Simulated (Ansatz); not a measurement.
# WCl2F4: up Jacob's ladder to CCSD(T)

An exercise on one series of results from a longer session: the logs are not shown, and one member is left open.

The runs use Ansatz 0.2.0, Gaussian basis; functionals in def2-TZVPP, the program's frozen cores in correlated methods.

Plan: LDA (SPW92), PBE-D4, revPBE-D4, BLYP-D4, r2SCAN-D4, B97M-V, PBE0-D4, B3LYP-D4, r2SCANh-D4, r2SCAN0-D4, HSE06-D4, BHLYP-D4, CAM-B3LYP-D4, LC-ωPBE, ωB97X-V, ωB97M-V, B2PLYP, PBE-QIDH; CCSD(T)/def2-SVP; MP2/def2-TZVPP; MP2/def2-QZVPP; RPA on PBE.

### Structure used throughout

An earlier PBE0-D4 in a triple-zeta def2 set relaxation fixed the geometry. W takes the def2 core potential; no spin-orbit term is included.

SMILES `[F][W]([F])([F])([F])([Cl])[Cl]`, 7 atoms, charge 0, spin multiplicity 1.

Atoms are counted from 1 here; the program's logs count them from 0.

Bond lengths: F1–W2 1.838 Å, W2–F3 1.838 Å, W2–F4 1.846 Å, W2–F5 1.846 Å, W2–Cl6 2.263 Å, W2–Cl7 2.263 Å. Angles: F1–W2–F3 176.5°, F1–W2–F4 88.7°, F1–W2–F5 88.7°, F1–W2–Cl6 91.2°, F1–W2–Cl7 91.2°, F3–W2–F4 88.7°, F3–W2–F5 88.7°, F3–W2–Cl6 91.2°, F3–W2–Cl7 91.2°, F4–W2–F5 87.1°, F4–W2–Cl6 177.0°, F4–W2–Cl7 89.9°, F5–W2–Cl6 89.9°, F5–W2–Cl7 177.0°, Cl6–W2–Cl7 93.1°.

The first run:

File in.yaml:

```yaml
crystal:
  periodic: [false, false, false]
  atoms:
    - {symbol: F, position_ang: [-0.345801, -1.391697, 1.152943]}
    - {symbol: W, position_ang: [-0.037368, 0.020800, 0.018010]}
    - {symbol: F, position_ang: [0.181540, 1.483132, -1.073788]}
    - {symbol: F, position_ang: [-1.846799, 0.071292, -0.345263]}
    - {symbol: F, position_ang: [-0.383765, 1.170583, 1.420351]}
    - {symbol: Cl, position_ang: [2.161501, 0.033252, 0.554885]}
    - {symbol: Cl, position_ang: [0.270682, -1.387381, -1.727138]}
basis:
  gaussian: {orbitals: def2-TZVPP}
hamiltonian: {xc: lda}
output: {orbitals: {seedname: orbitals}}
```

The run is started by

```console
> ansatz run in.yaml --threads 4 --pin off --events-out ev --progress --plain --max-ram 11315MiB
```

Among the steps run: LDA; PBE-D4 (GGA); revPBE-D4 (GGA); BLYP-D4 (GGA); r2SCAN-D4 (meta-GGA); B97M-V (meta-GGA); PBE0-D4 (hybrid); B3LYP-D4 (hybrid); r2SCANh-D4 (hybrid); r2SCAN0-D4 (hybrid); HSE06-D4 (hybrid); BHLYP-D4 (hybrid); CAM-B3LYP-D4 (range-separated); LC-ωPBE (range-separated); ωB97X-V (range-separated); ωB97M-V (range-separated); B2PLYP (double hybrid); PBE-QIDH (double hybrid).

One table of the session follows, with a row left open; its other results are not shown here.

It belongs to the step «Frontier levels by functional». 

```
  functional  HOMO (eV)  LUMO (eV)  gap (eV)
 LDA (SPW92)      -8.70      -5.65      3.05
      PBE-D4      -8.51      -5.43      3.09
   revPBE-D4      -8.44      -5.34      3.10
     BLYP-D4      -8.36      -5.33      3.03
   r2SCAN-D4      -8.93      -5.54      3.38
      B97M-V      -9.02      -5.53      3.49
     PBE0-D4      -9.97      -4.97      5.00
    B3LYP-D4      -9.69      -5.15      4.54
  r2SCANh-D4          ?          ?         ?
  r2SCAN0-D4     -10.24      -5.03      5.21
    HSE06-D4      -9.57      -5.34      4.23
    BHLYP-D4     -11.27      -4.33      6.95
CAM-B3LYP-D4     -11.29      -3.99      7.30
     LC-ωPBE     -12.64      -2.89      9.75
     ωB97X-V     -12.28      -2.95      9.33
     ωB97M-V     -12.12      -2.94      9.18
```

**Question.** Estimate the row for r2SCANh-D4.

Worked estimate for «HOMO (eV)». Against the share of exact exchange, r2SCAN-D4 (0, -8.93), r2SCAN0-D4 (0.25, -10.24) give a slope of -5.24 per unit share; at 0.1 the line stands at -9.45.

**Answer.** HOMO (eV): -9.45; LUMO (eV): -5.35; gap (eV): 4.11. In «HOMO (eV)» the line misses by 0.00.
